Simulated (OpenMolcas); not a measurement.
# Mo²⁺ among point charges: CASSCF levels and susceptibility

Aim: the splitting of the states of Mo²⁺ in the field of 6 point charges, its lowest levels with spin-orbit coupling and its magnetic susceptibility.

Method: state-averaged CASSCF, spin-orbit coupling by RASSI with atomic mean-field integrals. Code: OpenMolcas 26.06.

1 further run of the same task is left out (it didn't finish).

**1. The atom as given**

```
Species                           : Mo²⁺ (molybdenum, Z = 42, 40 electrons)
Basis                             : ANO-RCC-VTZP [7s6p4d2f1g], 68 functions
Scalar Hamiltonian                : DKH2, point nucleus
Inactive shells                   : 1s 2s 2p 3s 3p 3d 4s 4p
Active space                      : 4 electrons in 5 orbitals (4d)
Some configurations of this space : 4d4
Orbitals                          : optimised for each spin and parity, averaged over all roots
```

Outer shells as boxes (Hund's rule):

4d4
```
4d [↑ ][↑ ][↑ ][↑ ][  ]
```

The ion sits among 6 point charges of -1.7 e arranged as a trigonal prism (D3h), 2.3 Å from the ion, with a polar angle of 55.5° against the regular 49.1°. The active orbitals were held to one l.

The work runs as a chain of OpenMolcas steps in one folder; each step below is one input file. Labels, J, g values, rates, χT and fits are worked out afterwards by a script from the matrices that RASSI stores.

**2. GATEWAY and SEWARD: basis and integrals**

Contents of a.inp:

```
&GATEWAY
Coord
1

Mo 0.0 0.0 0.0
Basis=ANO-RCC-VTZP
Group=NoSym
NoMove
AngMom=0.0 0.0 0.0
AMFI
XField
6 Angstrom 0
1.895104 0.000000 1.303297 -1.700000
-0.947552 1.641208 1.303297 -1.700000
-0.947552 -1.641208 1.303297 -1.700000
1.895104 0.000000 -1.303297 -1.700000
-0.947552 1.641208 -1.303297 -1.700000
-0.947552 -1.641208 -1.303297 -1.700000
&SEWARD
```

Run with:

```console
$ OMP_NUM_THREADS=1 MOLCAS_MEM=1689 MOLCAS_PROJECT=a pymolcas a.inp > a.log
```

**3. Reference wave functions, quintets, 5 roots**

Contents of a.inp:

```
&RASSCF
FileOrb=start.orb
Symmetry=1
Spin=5
nActEl=4 0 0
Inactive=18
Ras2=5
CIRoot=5 5 1
SDav=5
CIMx=300
Iter=120 100
PrWF=0.3
OrbListing=Nothing
MaxOrb=0
SupSym
1
20 10 11 12 13 14 19 20 21 22 23 36 37 38 39 40 41 42 43 44 45
>>> COPY $Project.JobIph JOB001
```

start.orb holds the contracted functions of the basis, ordered by shell, or the orbitals of the step before.

**4. Reference wave functions, triplets, 45 roots**

Contents of a.inp:

```
&RASSCF
FileOrb=start.orb
Symmetry=1
Spin=3
nActEl=4 0 0
Inactive=18
Ras2=5
CIRoot=45 45 1
SDav=45
CIMx=300
Iter=120 100
PrWF=0.3
OrbListing=Nothing
MaxOrb=0
SupSym
1
20 10 11 12 13 14 19 20 21 22 23 36 37 38 39 40 41 42 43 44 45
>>> COPY $Project.JobIph JOB002
```

**5. Reference wave functions, singlets, 50 roots**

Contents of a.inp:

```
&RASSCF
FileOrb=start.orb
Symmetry=1
Spin=1
nActEl=4 0 0
Inactive=18
Ras2=5
CIRoot=50 50 1
SDav=50
CIMx=300
Iter=120 100
PrWF=0.3
OrbListing=Nothing
MaxOrb=0
SupSym
1
20 10 11 12 13 14 19 20 21 22 23 36 37 38 39 40 41 42 43 44 45
>>> COPY $Project.JobIph JOB003
```

**6. RASSI: spin-orbit coupling between the states**

Contents of a.inp:

```
&RASSI
NrOfJobIphs=3 5 45 50
1 2 3 4 5
1 2 3 4 5 6 7 8 9 10 11 12 13 14 15 16 17 18 19 20 21 22 23 24 25 26 27
28 29 30 31 32 33 34 35 36 37 38 39 40 41 42 43 44 45
1 2 3 4 5 6 7 8 9 10 11 12 13 14 15 16 17 18 19 20 21 22 23 24 25 26 27
28 29 30 31 32 33 34 35 36 37 38 39 40 41 42 43 44 45 46 47 48 49 50
IphNames
JOB001
JOB002
JOB003
EJob
SpinOrbit
DIPRint=1.0
SOCoupling=1000.0
Subsets=2
Property=9
'ANGMOM' 1 'ANGMOM' 2 'ANGMOM' 3 'MLTPL  1' 1 'MLTPL  1' 2 'MLTPL  1' 3
'AMFI' 1 'AMFI' 2 'AMFI' 3
SOProperty=3
'ANGMOM' 1 'ANGMOM' 2 'ANGMOM' 3
```

Before running it: what results should come out? Wanted: spin-free ground state; first state of the same spin within the active space; lowest level; next level.

As calculated:

```
                                            quantity                           value
                                              method                          CASSCF
                              spin-free ground state  5E, 2-fold in its orbital part
first state of the same spin within the active space                 5E at 1690 cm⁻¹
                                        lowest level                       1-fold A1
                                          next level                       18.7 cm⁻¹
                                         χT at 300 K                  1.95 cm³ K/mol
                           effective moment at 300 K                         3.95 μB
```

The spin-free ground state (5E) comes to 100 % from free-ion D terms and keeps the highest spin of the shell. χT at 300 K is 1.95, against 3.01 cm³ K/mol for the spin alone, so spin-orbit coupling lowers it. An active space of the d shell alone favours high spin; real ions in strong fields can be low spin. The field of point charges can differ much from that of real complexes. With metal d orbitals alone active, the gaps between spin states are rough; where two lie within a few thousand cm-1, their order is open. Point charges carry no covalency, so the field is a model and not that of real ligands.
